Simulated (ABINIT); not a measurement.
Set up this calculation in ABINIT 10.8.3 (patched build), as the native input.

| Quantity | Value |
| --- | --- |
| Task | band structure |
| Functional | PBEsol |
| Potentials or basis | PseudoDojo NC SR PBEsol v0.4.1 standard |
| Cutoff | 1170 eV |
| k mesh | 6 × 6 × 6 |
| Occupations | fermi-dirac, width 0.05 eV |
| Spin | no spin polarisation |

Ga3Se:

```xyz
4
Lattice="4.4325 0.0000 0.0000 0.0000 4.4325 0.0000 0.0000 0.0000 4.4325" Properties=species:S:1:pos:R:3 pbc="T T T"
Se    0.0000    0.0000    0.0000
Ga    2.2162    2.2162    0.0000
Ga    2.2162    0.0000    2.2162
Ga    0.0000    2.2162    2.2162
```

The cell comes from a database or a generator and needn't be the stable form of this composition.

The input as run:

run.abi

```
# Datasets: ground state, then fixed potential
ndtset 2

# Pseudopotentials
pp_dirpath "./"
pseudos "Se.upf, Ga.upf"

# Structure
acell 3*1.0 Angstrom
rprim
     4.4324650000     0.0000000000     0.0000000000
     0.0000000000     4.4324650000     0.0000000000
     0.0000000000     0.0000000000     4.4324650000
ntypat 2
znucl 34 31
natom 4
typat 1 2 2 2
xred
     0.0000000000     0.0000000000     0.0000000000
     0.5000000000     0.5000000000     0.0000000000
     0.5000000000     0.0000000000     0.5000000000
     0.0000000000     0.5000000000     0.5000000000

# Plane-wave basis
ecut 43.0

# Exchange and correlation
ixc -116133

# Bands and occupations
occopt 3
tsmear 0.00183747

# SCF cycle
nstep 100

# Output
iomode 3
prtwf 0
prteig 0
prtebands 0
enunit 1
prtden1 1

# Dataset 1
kptopt1 1
ngkpt1 6 6 6
nshiftk1 1
shiftk1 0.0 0.0 0.0
nband1 33
tolvrs1 1.0e-10

# Dataset 2: bands along G-X-M-G-R-X
iscf2 -2
getden2 1
nband2 39
nbdbuf2 4
tolwfr2 1.0e-11
kptopt2 -5
ndivsm2 8
prteig2 1
kptbounds2
     0.0000000000     0.0000000000     0.0000000000
     0.0000000000     0.5000000000     0.0000000000
     0.5000000000     0.5000000000     0.0000000000
     0.0000000000     0.0000000000     0.0000000000
     0.5000000000     0.5000000000     0.5000000000
     0.0000000000     0.5000000000     0.0000000000
```

Potentials or basis: PseudoDojo NC SR PBEsol v0.4.1 standard.

Command:

```sh
$ abinit run.abi > log 2>&1
```

It gave:

The pressure is -3.6 GPa. The band gap on the k mesh is none (metal or under the smearing width). The valence electrons inside the program's atomic spheres are Se 13.15; Ga 10.74.

Run time: 9.5 min on 1 thread of Arm Neoverse V2 (shared host), peak memory 0.32 GiB.
